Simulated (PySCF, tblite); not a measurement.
# C₃H₇BBrN: geometry, infrared bands and NMR shifts

Wanted: the infrared bands and NMR shifts of C₃H₇BBrN (`C=C(C)B(N)Br`), by calculation.

Programs: tblite 0.8.0 and PySCF 2.14.0, with density-fitted response routines of our own. Each step states its level of theory. These are calculated values for one molecule in the gas phase, unless marked as measured. Atoms are numbered from 0 throughout.

**1. The molecule as given**

13 atoms, charge 0, multiplicity 1; geometry from: force field or distance geometry start.

Bonds of the start (Å): C0–C1 1.31, C1–C2 1.50, C1–B3 1.54, B3–N4 1.53, B3–Br5 2.01, C0–H6 1.09, C0–H7 1.09, C2–H8 1.09, C2–H9 1.11, C2–H10 1.11, N4–H11 1.04, N4–H12 1.04.

**2. Optimising the geometry with GFN2-xTB**

The job: settings as JSON, then the geometry in Å.

```
{"job": {"kind": "relax", "xc": "GFN2-xTB", "basis": "xTB"}, "charge": 0, "multiplicity": 1}
C     -0.712200     1.464700    -0.368200
C     -0.424800     0.190500    -0.229200
C     -1.449800    -0.764900     0.297200
B      0.973000    -0.358900    -0.569000
N      2.276300     0.160700     0.035900
Br     1.043000    -2.233600    -1.283200
H     -1.691400     1.897300    -0.141300
H      0.058400     2.140600    -0.738000
H     -0.918700    -1.652000     0.642300
H     -1.956400    -0.242800     1.135200
H     -2.175300    -1.006800    -0.502500
H      2.817700    -0.600000     0.497500
H      2.155900     1.005700     0.622000
```

Started as:

```sh
$ OMP_NUM_THREADS=1 python probes_run.py task.json out
```

This one command runs all jobs of the session in turn.

**Question.** This job is followed by: GFN2-xTB harmonic vibrations, gas phase; GIAO PBE0/pcSseg-1 NMR shielding, non-relativistic, gas phase. Predict these results of the whole session: strongest single infrared mode (GFN2-xTB); zero-point energy (GFN2-xTB); 13C shifts against TMS (PBE0/pcSseg-1); 1H shifts against TMS (PBE0/pcSseg-1, means over atoms taken as alike); 11B shifts against BF3·OEt2 (PBE0/pcSseg-1); 15N shifts against NH3 (PBE0/pcSseg-1); 79Br shifts against HBr (PBE0/pcSseg-1).

The runs gave:

| quantity | value |
| --- | --- |
| strongest single infrared mode (GFN2-xTB) | 628 cm⁻¹, 174 km/mol |
| zero-point energy (GFN2-xTB) | 62.9 kcal/mol |
| 13C shifts against TMS (PBE0/pcSseg-1) | 153.5, 129.8, 29.2 ppm |
| 1H shifts against TMS (PBE0/pcSseg-1, means over atoms taken as alike) | 5.91, 5.64, 4.19, 2.14 ppm |
| 11B shifts against BF3·OEt2 (PBE0/pcSseg-1) | 37.6 ppm |
| 15N shifts against NH3 (PBE0/pcSseg-1) | 106.1 ppm |
| 79Br shifts against HBr (PBE0/pcSseg-1) | 124 ppm |

**Reading.** Over 77 steps the energy fell by 0.917 eV; of the close pairs, B3–N4 changed most, 1.528 to 1.383 Å. All 33 modes are real, so the xTB geometry is a minimum. The strongest single mode, at 628 cm⁻¹, moves mainly H12 and H11. GFN2-xTB is a fitted tight-binding method: band positions and strengths are rough. Its intensities can rank the bands wrongly. At PBE0/pcSseg-1: The widest tensor belongs to Br5: span 644 ppm, with a paramagnetic part of -627 ppm. Spin-orbit coupling is left out, which matters for shieldings and couplings at and beside the heavy atoms.
